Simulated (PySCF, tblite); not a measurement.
**C₃H₁₃Ge₂NS: geometry, infrared bands and NMR shifts**

Wanted: the infrared bands and NMR shifts of C₃H₁₃Ge₂NS (`C[CH2][Ge@@H]([NH][GeH3])[S]C`), by calculation.

Computed with tblite 0.8.0 and PySCF 2.14.0, with density-fitted response routines of our own, on a single molecule in the gas phase. Atoms are numbered from 0 throughout.

## Step 1: The starting structure

20 atoms, charge 0, multiplicity 1; geometry from: force field or distance geometry start.

Bonds of the start (Å): C0–C1 1.50, C1–Ge2 1.91, Ge2–N3 1.84, N3–Ge4 1.85, Ge2–S5 2.22, S5–C6 1.83, C0–H7 1.12, C0–H8 1.12, C0–H9 1.11, C1–H10 1.10, C1–H11 1.11, Ge2–H12 1.55, N3–H13 1.04, Ge4–H14 1.56, Ge4–H15 1.54, Ge4–H16 1.55, C6–H17 1.11, C6–H18 1.11, C6–H19 1.10.

## Step 2: Optimising the geometry with GFN2-xTB

What the job is given:

```
{"job": {"kind": "relax", "xc": "GFN2-xTB", "basis": "xTB"}, "charge": 0, "multiplicity": 1}
C     -1.408000    -2.135500     0.714100
C     -0.505900    -1.681800    -0.389400
Ge    -0.335800     0.209900    -0.597300
N     -0.147700     1.176700     0.953600
Ge    -0.851700     2.862100     0.684300
S      1.490800     0.576600    -1.812800
C      2.877800    -0.203300    -0.917600
H     -2.351500    -2.545500     0.278700
H     -0.923600    -3.012700     1.212600
H     -1.613600    -1.382800     1.500800
H      0.497300    -2.125600    -0.266400
H     -0.923200    -2.102700    -1.331100
H     -1.555800     0.804600    -1.352900
H     -0.504700     0.700300     1.806700
H     -2.397600     2.711700     0.540700
H     -0.341600     3.395500    -0.670600
H     -0.539400     3.853500     1.833000
H      2.618500    -0.321900     0.152200
H      3.135200    -1.198100    -1.332100
H      3.775200     0.429700    -1.009500
```

Launch:

```bash
> OMP_NUM_THREADS=1 python probes_run.py task.json out
```

The driver reads the jobs from task.json and runs them one after another.

**Question.** This job is followed by: GFN2-xTB harmonic vibrations, gas phase; GIAO PBE0/pcSseg-1 NMR shielding, non-relativistic, gas phase. Predict these results of the whole session: strongest single infrared mode (GFN2-xTB); zero-point energy (GFN2-xTB); 13C shifts against TMS (PBE0/pcSseg-1); 1H shifts against TMS (PBE0/pcSseg-1, means over atoms taken as alike); 73Ge shifts against GeMe4 (PBE0/pcSseg-1); 15N shifts against NH3 (PBE0/pcSseg-1); 33S shifts against CS2 (PBE0/pcSseg-1).

The runs gave:

```
                                                              quantity                                          value
                             strongest single infrared mode (GFN2-xTB)                           694 cm⁻¹, 477 km/mol
                                          zero-point energy (GFN2-xTB)                                  91.7 kcal/mol
                                13C shifts against TMS (PBE0/pcSseg-1)                           17.3, 12.0, 11.4 ppm
1H shifts against TMS (PBE0/pcSseg-1, means over atoms taken as alike)  5.25, 4.48, 2.02, 1.41, 1.29, 1.06, -0.58 ppm
                             73Ge shifts against GeMe4 (PBE0/pcSseg-1)                                   48, -144 ppm
                                15N shifts against NH3 (PBE0/pcSseg-1)                                        0.2 ppm
                                33S shifts against CS2 (PBE0/pcSseg-1)                                       -144 ppm
```

In words: The optimisation took 205 steps and gained 0.682 eV; among the close pairs (by a distance rule), C1–Ge2 changed most, from 1.911 to 2.001 Å. All 54 modes are real, so the xTB geometry is a minimum. The strongest single mode, at 694 cm⁻¹, is spread over many atoms; the largest shares are those of N3, H12. Unscaled tight-binding wavenumbers are off by several per cent, some by more. Its intensities can rank the bands wrongly. At PBE0/pcSseg-1: The largest span, 306 ppm, is at Ge4, where the paramagnetic term is -1280 ppm. Spin-orbit coupling is left out, which matters for shieldings and couplings at and beside the heavy atoms.
